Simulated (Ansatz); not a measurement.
# Cd3InO: the cost of one run

Method: DFT PBE, scalar-relativistic, plane waves, PAW, in Ansatz 0.2.0.

## 1. Starting point

It takes space group Pm-3m (No. 221, cubic). Conventional cell: a = 4.985 Å, b = 4.985 Å, c = 4.985 Å, α = 90.00°, β = 90.00°, γ = 90.00°. Cd (site symmetry 4/mmm) is surrounded by 2 In at 2.49 Å and 8 Cd at 3.53 Å and 4 O at 3.53 Å. Around In (site symmetry m-3m) lie 6 Cd at 2.49 Å. O (site symmetry m-3m) is surrounded by 12 Cd at 3.53 Å.

Structure file:

```cif
data_structure
_symmetry_space_group_name_H-M 'P 1'
_symmetry_Int_Tables_number 1
_cell_length_a 4.9855
_cell_length_b 4.9855
_cell_length_c 4.9855
_cell_angle_alpha 90.000
_cell_angle_beta 90.000
_cell_angle_gamma 90.000
_cell_volume 123.91
loop_
_atom_site_label
_atom_site_type_symbol
_atom_site_fract_x
_atom_site_fract_y
_atom_site_fract_z
_atom_site_occupancy
Cd1 Cd 0.00000 0.50000 0.50000 1
Cd2 Cd 0.50000 0.00000 0.50000 1
Cd3 Cd 0.50000 0.50000 0.00000 1
In1 In 0.50000 0.50000 0.50000 1
O1 O 0.00000 0.00000 0.00000 1
```

Recipe of the guess: random cell by space group and Wyckoff sites (Pm-3m, No. 221). The dimensions are guesses.

## 2. The guess as it stands, on a coarse mesh

File input.yaml:

```yaml
crystal:
  lattice:
    - [4.98545411, 0.0, 0.0]
    - [0.0, 4.98545411, 0.0]
    - [0.0, 0.0, 4.98545411]
  atoms:
    - { symbol: Cd, position: [0.0, 0.5, 0.5] }
    - { symbol: Cd, position: [0.5, 0.0, 0.5] }
    - { symbol: Cd, position: [0.5, 0.5, 0.0] }
    - { symbol: In, position: [0.5, 0.5, 0.5] }
    - { symbol: O, position: [0.0, 0.0, 0.0] }
basis:
  ecutwfc: 420
kpoints:
  mp_grid: { grid: [4, 4, 4] }
hamiltonian:
  xc: pbe
scf:
  occupations: { method: gaussian, width: 0.1 }
  lower_state_search: "off"
output:
  forces: true
  stress: true
  eigenvalues: true
```

The run is started by

```bash
ansatz run input.yaml --threads 1 --pin off --max-ram 2560MiB --backend cpu --events-out ev --progress --plain --runs-dir out
```

Q: Estimate wall time and peak memory on 1 thread of Arm Neoverse V2, shared host.

About 4.2 s, with a peak of 0.38 GiB.
